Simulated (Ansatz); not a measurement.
# C₂H₆ClGeN: basis-set convergence

How large a basis does C₂H₆ClGeN need? Two functionals are run in growing sets.

Computed with Ansatz 0.2.0, Gaussian basis. Level: one geometry, several basis sets.

The runs, in order: PBE0-D4/def2-SVP; ωB97M-V/def2-SVP; PBE0-D4/def2-QZVPP; ωB97M-V/def2-QZVPP; the functionals' def2-TZVPP values are taken from earlier runs.

### Step 1. Structure used throughout

An earlier PBE0-D4 in a triple-zeta def2 set relaxation fixed the geometry.

SMILES `C[N](C)[Ge][Cl]`, 11 atoms, charge 0, spin multiplicity 1.

Atoms are counted from 1 here; the program's logs count them from 0.

Bond lengths: C1–N2 1.441 Å, C1–H6 1.088 Å, C1–H7 1.097 Å, C1–H8 1.097 Å, N2–C3 1.445 Å, N2–Ge4 1.823 Å, C3–H9 1.097 Å, C3–H10 1.094 Å, C3–H11 1.097 Å, Ge4–Cl5 2.214 Å. Angles: N2–C1–H6 110.6°, N2–C1–H7 110.7°, N2–C1–H8 110.7°, H6–C1–H7 108.7°, H6–C1–H8 108.7°, H7–C1–H8 107.5°, C1–N2–C3 113.2°, C1–N2–Ge4 130.3°, C3–N2–Ge4 116.5°, N2–C3–H9 111.2°, N2–C3–H10 110.6°, N2–C3–H11 111.2°, H9–C3–H10 108.0°, H9–C3–H11 107.7°, H10–C3–H11 108.0°, N2–Ge4–Cl5 99.6°.

### Step 2. PBE0-D4 in def2-SVP

in.yaml reads:

```yaml
crystal:
  periodic: [false, false, false]
  atoms:
    - {symbol: C, position_ang: [-0.997737, -0.003721, 0.582835]}
    - {symbol: N, position_ang: [0.187168, 0.192045, -0.213641]}
    - {symbol: C, position_ang: [1.116477, -0.912051, -0.133638]}
    - {symbol: Ge, position_ang: [0.673952, 1.589502, -1.278852]}
    - {symbol: Cl, position_ang: [-1.087190, 2.900680, -0.993058]}
    - {symbol: H, position_ang: [-1.665249, 0.851120, 0.491417]}
    - {symbol: H, position_ang: [-0.736150, -0.133727, 1.640737]}
    - {symbol: H, position_ang: [-1.535358, -0.905214, 0.262272]}
    - {symbol: H, position_ang: [1.455815, -1.071508, 0.897439]}
    - {symbol: H, position_ang: [1.997887, -0.719309, -0.752846]}
    - {symbol: H, position_ang: [0.655787, -1.844816, -0.482065]}
basis:
  gaussian: {orbitals: def2-SVP}
hamiltonian: {xc: pbe0, dispersion: d4}
output: {orbitals: {seedname: orbitals}}
```

Started as:

```console
$ ansatz run in.yaml --threads 4 --pin off --events-out ev --progress --plain --max-ram 10444MiB
```

Further steps of the session: ωB97M-V in def2-SVP; PBE0-D4 in def2-QZVPP; ωB97M-V in def2-QZVPP.

**Question.** What will the summary of the whole plan be? Wanted: PBE0-D4: double and triple zeta above quadruple; ωB97M-V: double and triple zeta above quadruple.

As calculated:

```
                                       quantity           value
PBE0-D4: double and triple zeta above quadruple  17.27, 1.80 eV
ωB97M-V: double and triple zeta above quadruple  17.36, 1.75 eV
```

In words: For PBE0-D4 the step from double to triple zeta gains 15.47 eV and the next only 1.80 eV. These are total energies; as a rule much of such shifts cancels in differences, which this series doesn't test.
